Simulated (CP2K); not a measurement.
# C3H9Ga (trimethylgallium (TMGa)) at PM3

Aim: the energy change on altering one bond length of C3H9Ga (trimethylgallium (TMGa)) at PM3, from 2 runs. 

The calculation is run with CP2K 2026.2.

5 further runs of the same task are left out: 2 that didn't finish, 3 set aside as unsound or not needed.

## (1) The molecule

The species is C3H9Ga (13 atoms), meant as a singlet with charge 0. As SMILES, `C[Ga](C)C`. Geometry: relaxed at PBE0-D4/def2-TZVP.

Bond lengths: C1–Ga2 1.976 Å, Ga2–C3 1.976 Å, Ga2–C4 1.976 Å, C1–H5 1.092 Å, C1–H6 1.096 Å, C1–H7 1.092 Å, C3–H8 1.092 Å, C3–H9 1.092 Å, C3–H10 1.096 Å, C4–H11 1.092 Å, C4–H12 1.096 Å, C4–H13 1.092 Å. Some angles: C1–Ga2–C3 119.7°, C1–Ga2–C4 120.1°, C3–Ga2–C4 120.1°, Ga2–C1–H5 111.9°, Ga2–C1–H6 109.2°, Ga2–C1–H7 112.2°, Ga2–C3–H8 111.9°, Ga2–C3–H9 112.2°, Ga2–C3–H10 109.2°, Ga2–C4–H11 112.0°.

## (2) The energy at PM3

molecule.inp reads:

```
&GLOBAL
   PROJECT_NAME molecule
   RUN_TYPE ENERGY
   PRINT_LEVEL MEDIUM
&END GLOBAL

&FORCE_EVAL
   METHOD QS
   &DFT
      # Quickstep
      &QS
         METHOD PM3
         EPS_DEFAULT 1.0E-10
         &SE
            &COULOMB
               CUTOFF [angstrom] 50
               RC_RANGE [angstrom] 0
            &END COULOMB
            &EXCHANGE
               CUTOFF [angstrom] 50
               RC_RANGE [angstrom] 0
            &END EXCHANGE
         &END SE
      &END QS
      &POISSON
         PERIODIC NONE
         POISSON_SOLVER ANALYTIC
      &END POISSON
      # SCF settings
      &SCF
         SCF_GUESS ATOMIC
         EPS_SCF 1.0E-07
         MAX_SCF 100
         ADDED_MOS 4
         &DIAGONALIZATION
            ALGORITHM STANDARD
         &END DIAGONALIZATION
         &MIXING
            METHOD DIRECT_P_MIXING
            ALPHA 0.4
         &END MIXING
      &END SCF
      # extra output
      &PRINT
         &MOMENTS
            PERIODIC F
            REFERENCE COM
            MAX_MOMENT 1
         &END MOMENTS
         &MO ON
            ENERGIES T
            OCCUPATION_NUMBERS T
            NDIGITS 6
            &EACH
               QS_SCF 0
            &END EACH
            ADD_LAST NUMERIC
         &END MO
         &HIRSHFELD OFF
         &END HIRSHFELD
      &END PRINT
   &END DFT
   # structure
   &SUBSYS
      # box in angstrom
      &CELL
         ABC 20.1 20.9 20.3
         PERIODIC NONE
      &END CELL
      &COORD
         C     -0.386610     1.662740    -0.990030
         Ga     0.030950    -0.015220    -0.033330
         C      1.404300    -0.017040     1.387570
         C     -0.984810    -1.662120    -0.433110
         H      0.495980     2.295540    -1.105570
         H     -1.118900     2.235600    -0.410630
         H     -0.822360     1.479540    -1.974110
         H      2.207150     0.693340     1.179140
         H      1.838150    -1.007150     1.540450
         H      0.944020     0.286540     2.334210
         H     -1.317660    -1.695390    -1.472580
         H     -1.882270    -1.692900     0.194460
         H     -0.407960    -2.563490    -0.216480
      &END COORD
      &TOPOLOGY
         &CENTER_COORDINATES
         &END CENTER_COORDINATES
      &END TOPOLOGY
   &END SUBSYS
&END FORCE_EVAL
```

Launch:

```bash
$ OMP_NUM_THREADS=1 cp2k.psmp -i molecule.inp > molecule.out 2>&1
```

Output:

```text
CP2K| version string:                                       CP2K version 2026.2
[...]
 GLOBAL| Method name                                                        CP2K
[...]
 GLOBAL| Run type                                                         ENERGY
[...]
                             - Atoms:                                         13
[...]
                             - Spherical basis functions:                     25
[...]
 Number of electrons:                                                         24
[...]
     1 P_Mix/Diag. 0.40E+00    0.0     0.79540578       -13.6743936584 -1.37E+01
[...]
    19 DIIS/Diag.  0.37E-07    0.0     0.00000004       -20.3097528576 -4.87E-13
  *** SCF run converged in    19 steps ***
  Core-core repulsion energy [eV]:                           1307.38709631595998
  Core Hamiltonian energy [eV]:                              -800.06968659108531
  Two-electron integral energy [eV]:                        -2119.94778152889467
  Electronic energy [eV]:                                   -1860.04357735553253
  Total energy [eV]:                                         -552.65648103957278
  Atomic reference energy [eV]:                               554.07935817222665
  Heat of formation [kcal/mol]:                                32.81232877619487
[...]
 SE_DIPOLE| Moment [Debye]          0.07344527      -0.03337497      -0.07771987
 SE_DIPOLE| Derivative [a.u.]       0.00000000       0.00000000       0.00000000
 ENERGY| Total FORCE_EVAL ( QS ) energy [hartree]            -20.309752857586332
[...]
```

Run time: 1.8 s. Hardware: 1 thread of Intel Xeon at 2.50GHz (Skylake/Cascade Lake), shared host; peak memory 0.18 GiB.

## (3) The distorted shape, same level

qs.inp reads:

```
&GLOBAL
 PROJECT qs
 RUN_TYPE ENERGY
 PRINT_LEVEL MEDIUM
&END GLOBAL

&FORCE_EVAL
 METHOD Quickstep
 &DFT
  ! Quickstep
  &QS
   METHOD PM3
   EPS_DEFAULT 1.0E-10
   &SE
    &COULOMB
     CUTOFF [angstrom] 50
     RC_RANGE [angstrom] 0
    &END COULOMB
    &EXCHANGE
     CUTOFF [angstrom] 50
     RC_RANGE [angstrom] 0
    &END EXCHANGE
   &END SE
  &END QS
  &POISSON
   PERIODIC NONE
   POISSON_SOLVER ANALYTIC
  &END POISSON
  ! SCF settings
  &SCF
   SCF_GUESS ATOMIC
   EPS_SCF 1.0E-07
   MAX_SCF 100
   ADDED_MOS 4
   &DIAGONALIZATION
    ALGORITHM STANDARD
   &END DIAGONALIZATION
   &MIXING
    METHOD DIRECT_P_MIXING
    ALPHA 0.4
   &END MIXING
  &END SCF
  &PRINT
   &MOMENTS
    PERIODIC F
    REFERENCE COM
    MAX_MOMENT 1
   &END MOMENTS
   &MO ON
    ENERGIES T
    OCCUPATION_NUMBERS T
    NDIGITS 6
    &EACH
     QS_SCF 0
    &END EACH
    ADD_LAST NUMERIC
   &END MO
   &HIRSHFELD OFF
   &END HIRSHFELD
  &END PRINT
 &END DFT
 &SUBSYS
  ! box in angstrom
  &CELL
   ABC 20.2 20.9 20.3
   PERIODIC NONE
  &END CELL
  &COORD
   C     -0.251975     1.667358    -1.084177
   Ga     0.165585    -0.010602    -0.127477
   C      1.538935    -0.012422     1.293423
   C     -0.850175    -1.657502    -0.527257
   H      0.630615     2.300158    -1.199717
   H     -0.984265     2.240218    -0.504777
   H     -0.687725     1.484158    -2.068257
   H      2.341785     0.697958     1.084993
   H      1.972785    -1.002532     1.446303
   H      1.078655     0.291158     2.240063
   H     -1.183025    -1.690772    -1.566727
   H     -1.882270    -1.692900     0.194460
   H     -0.273325    -2.558872    -0.310627
  &END COORD
  &TOPOLOGY
   &CENTER_COORDINATES
   &END CENTER_COORDINATES
  &END TOPOLOGY
 &END SUBSYS
&END FORCE_EVAL
```

Launch:

```bash
$ OMP_NUM_THREADS=1 cp2k.psmp -i qs.inp > qs.out 2>&1
```

Output:

```text
CP2K| version string:                                       CP2K version 2026.2
[...]
 GLOBAL| Method name                                                        CP2K
[...]
 GLOBAL| Run type                                                         ENERGY
[...]
                             - Atoms:                                         13
[...]
                             - Spherical basis functions:                     25
[...]
 Number of electrons:                                                         24
[...]
     1 P_Mix/Diag. 0.40E+00    0.0     0.79027387       -13.7202334956 -1.37E+01
[...]
    26 DIIS/Diag.  0.56E-07    0.0     0.00000010       -20.2968583984 -6.75E-14
  *** SCF run converged in    26 steps ***
  Core-core repulsion energy [eV]:                           1301.32927249221461
  Core Hamiltonian energy [eV]:                              -798.82446569337731
  Two-electron integral energy [eV]:                        -2109.62082351763047
  Electronic energy [eV]:                                   -1853.63487745219231
  Total energy [eV]:                                         -552.30560495997804
  Atomic reference energy [eV]:                               554.07935817222665
  Heat of formation [kcal/mol]:                                40.90372403384035
[...]
 SE_DIPOLE| Moment [Debye]          0.10246293      -0.00745028      -0.08061559
 SE_DIPOLE| Derivative [a.u.]       0.00000000       0.00000000       0.00000000
 ENERGY| Total FORCE_EVAL ( QS ) energy [hartree]            -20.296858398361309
[...]
```

It took 2.3 s on 1 thread of Intel Xeon at 2.50GHz (Skylake/Cascade Lake), shared host; peak memory 0.18 GiB.

## (4) Summary of results

At PM3:

| quantity | value |
| --- | --- |
| first shape: total energy | -20.30975 Eh |
| first shape: dipole moment | 0.11 D |
| first shape: HOMO energy | -9.10 eV |
| first shape: LUMO energy | -1.67 eV |
| first shape: HOMO–LUMO gap | 7.43 eV |
| first shape: heat of formation | 32.8 kcal/mol |
| distorted shape: total energy | -20.29686 Eh |
| distorted shape: dipole moment | 0.13 D |
| distorted shape: HOMO energy | -9.08 eV |
| distorted shape: LUMO energy | -1.65 eV |
| distorted shape: HOMO–LUMO gap | 7.43 eV |
| distorted shape: heat of formation | 40.9 kcal/mol |
| energy change with the C4–H12 bond stretched from 1.096 to 1.260 Å | 0.351 eV |

In words: With the C4–H12 bond stretched from 1.096 to 1.260 Å the energy rises by 0.35 eV (8.1 kcal/mol). The first shape isn't relaxed at this level, so the change isn't measured from a minimum.
